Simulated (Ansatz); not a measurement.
Born–Oppenheimer molecular dynamics of a periodic cell of 16 atoms, WC (start crystal WC, start structure P-6m2, volume 1 times the crystal's). It starts from a structure without forces on its atoms.

Theory: DFT PBEsol, scalar-relativistic, plane waves, PAW (Ansatz). Settings: accuracy low, PAW set soft_1, cutoff 420 eV, k mesh 3x3x3, fermi-dirac smearing 0.17 eV, no spin polarisation.

```json
{"ensemble": "NVT, Langevin thermostat", "time step": "1 fs", "steps asked": "160", "set temperature": "2000 K", "friction": "0.02 /fs", "seed": "507571"}
```

First frame:

```xyz
16
Lattice="-2.8861 -4.9989 0.0000 4.3291 -2.4994 0.0000 0.0000 0.0000 5.6483" Properties=species:S:1:pos:R:3
W 0.000 -4.999 0.000
C 1.443 -4.166 1.412
W 0.000 -4.999 2.824
C 1.443 -4.166 4.236
W -1.443 -2.499 0.000
C 0.000 -1.666 1.412
W -1.443 -2.499 2.824
C 0.000 -1.666 4.236
W 1.443 -2.499 0.000
C 2.886 -1.666 1.412
W 1.443 -2.499 2.824
C 2.886 -1.666 4.236
W 0.000 0.000 0.000
C -1.443 -4.166 1.412
W 0.000 0.000 2.824
C -1.443 -4.166 4.236
```

**Question.** What does the run give?

**Answer.** The run went to its last step.

| Property | Result |
| --- | --- |
| steps done | 160 |
| time covered | 160 fs |
| mean temperature over the second half | 1825 K |
| spread of the potential energy over the second half | 61.4 meV per atom |
| mean potential energy of the second half above the start | 218.1 meV per atom |

A run of 0.16 ps of so small a system gives no equilibrium averages. Limits of this set-up: coarse k mesh, PAW files made for another functional, low accuracy level.

**Question.** What happens to the structure?

**Answer.** Mean squared displacements from the first frame to the last, about the centre of mass: W 0.02 Å², C 0.02 Å². Another seed would give other details.

**Question.** How do temperature and energy run in time?

**Answer.** 
```csv
time (fs),T (K),potential energy less start (eV)
0,1875,0.000
5,1394,0.827
10,819,2.123
15,893,2.518
20,1572,1.826
25,1560,1.801
30,1294,2.603
35,1182,3.364
40,1349,3.415
45,1697,3.082
50,2160,2.995
55,2023,3.239
60,2075,3.637
65,1720,4.185
70,1941,4.041
75,2377,3.838
80,1781,4.543
85,1213,5.659
90,1360,5.416
95,1678,4.228
100,2061,3.545
105,1741,3.392
110,1268,3.192
115,1897,2.762
120,2182,2.311
125,2160,2.191
130,2379,2.588
135,1970,3.192
140,1965,3.131
145,2101,2.765
150,1837,3.118
155,1499,3.838
160,1424,3.945
```

Run time: 27 min on 2 threads of Arm Neoverse V1, with other jobs on the host, peak memory 0.62 GiB.
